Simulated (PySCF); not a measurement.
**A gas-phase reaction: FGeH3 + BrH → BrGeH3 + FH**

Programs: PySCF 2.14.0. All values are calculated, for the isolated system unless a continuum is named. Atoms count from 0, parts from 1.

## 1. The system as given

Each species was relaxed by itself at GFN2-xTB.

## 2. Energies of the species: PBE0-D3(BJ)/def2-TZVPD

Job settings and geometry (Å):

```
{"job": {"kind": "react", "xc": "PBE0", "basis": "def2-TZVPD", "disp": "d3bj"}, "charge": 0, "multiplicity": 1}
-1 FGeH3 charge 0 multiplicity 1
F      1.580750    -0.215380    -0.030380
Ge    -0.137610     0.018900     0.002780
H     -0.632030    -0.893250    -1.071000
H     -0.295280     1.474460    -0.291070
H     -0.515820    -0.384740     1.389670

-1 BrH charge 0 multiplicity 1
Br     0.700690    -0.006520     0.005180
H     -0.700690     0.006520    -0.005180

+1 BrGeH3 charge 0 multiplicity 1
Ge    -0.184010     0.010250     0.006750
Br     2.069050    -0.117950    -0.071790
H     -0.554700     1.449660    -0.183760
H     -0.717480    -0.845280    -1.101590
H     -0.612850    -0.496680     1.350390

+1 FH charge 0 multiplicity 1
F      0.466150    -0.006720     0.005340
H     -0.466150     0.006720    -0.005340
```

With the program's defaults for keys left out, this is: PBE0-D3(BJ)/def2-TZVPD reaction energy of separated species, gas phase.

Command:

```console
$ OMP_NUM_THREADS=1 python cluster_run.py task.json out
```

This one command runs all jobs of the session in turn.

**Question.** How long does this first job take on 1 thread of Intel Xeon at 2.50GHz, shared host, and how much memory does it need?

About 16 s, with a peak of 0.47 GiB.
